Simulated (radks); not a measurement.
**Dipole-allowed lines with 46 electrons: I⁷⁺, Xe⁸⁺, Cs⁹⁺**

The task here is to estimate one member of a computed series from the others.

Method: scalar-relativistic Kohn-Sham, exchange-only LDA, spin-unpolarised, spherical densities, finite nucleus. Code: radks (a radial shooting solver on a logarithmic mesh, Libxc functionals) version 1.

### Starting point

```
species : I⁷⁺ ([Kr] 4d10), Xe⁸⁺ ([Kr] 4d10), Cs⁹⁺ ([Kr] 4d10)
```

The first run:

Input:

```text
Z 53
configuration [Kr] 4d10 5s0 5p0 4f0 5d0
relativity scalar-relativistic
functional lda,
spin unpolarised
nucleus finite rms 4.75 fm
c 137.035999084
response adiabatic LDA kernel, real frequencies
```

The run is started by

```bash
> python run_ks.py task.json out
```

All runs below come from this command, one after another.

Steps of the session up to this table: I⁷⁺, [Kr] 4d10.

One of the session's tables, all rows but one given; the rest of the session is left out.

It belongs to the step «I⁷⁺, [Kr] 4d10». From the orbitals of this run (lengths in bohr):

| level | <r> | outermost maximum (interpolated) | 90 % within | nodes |
| --- | --- | --- | --- | --- |
| 3d | 0.2887 | 0.232 | 0.454 | 0 |
| 4s | 0.7375 | 0.679 | 1.06 | 3 |
| 4p | 0.7869 | 0.713 | 1.15 | 2 |
| 4d | 0.8967 | 0.773 | 1.35 | 1 |
| 5s | 1.650 | 1.55 | 2.33 | 4 |
| 5p | ? | ? | ? | ? |
| 4f | 1.349 | 1.03 | 2.19 | 0 |
| 5d | 2.208 | 2.07 | 3.16 | 2 |

**Question.** Estimate the row for 5p.

**Answer.** <r>: 1.821; outermost maximum (interpolated): 1.71; 90 % within: 2.58; nodes: 3. In the column «<r>» it lies between 5s (1.650) and 5d (2.208).
